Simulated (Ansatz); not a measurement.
Runs of Ansatz 0.2.0 on TaAs. Symmetry: I4_1md, No. 109, tetragonal system. The conventional cell has a = 3.444 Å, b = 3.444 Å, c = 11.736 Å, α = 90.00°, β = 90.00°, γ = 90.00°. Ta (site symmetry 2mm) is surrounded by 6 As at 2.61 to 2.62 Å. As (site symmetry 2mm) has 6 Ta at 2.61 to 2.62 Å as nearest neighbours. The cell is a database's computed one.

```csv
task,potentials or basis,cell,cutoff (eV),basis error allowed,pressure (GPa),largest force (eV/Å)
single point,"all-electron LAPW, scalar-relativistic","atoms moved at random, drawn with an rms of 0.05 Å",302,0.001 eV/atom,-3.7,0.51
band structure,"all-electron LAPW, non-relativistic",as given,269,0.002 eV/atom,3.1,(a)
band structure,all-electron PAW datasets made for the crystal,as given,420,-,-3.8,0.02
band structure,"all-electron LAPW, scalar-relativistic",as given,272,0.002 eV/atom,-3.8,0.02
```

Alike in all rows: level PBEsol; no spin polarisation; k mesh 11 × 11 × 11; smearing fermi-dirac 0.05 eV.

Question: Fill in the values left out.

Answer: (a) 0.10.

Caveats: relativity is left out, which matters for the heavier elements (some runs).

The runs don't all hold the same shells in valence.
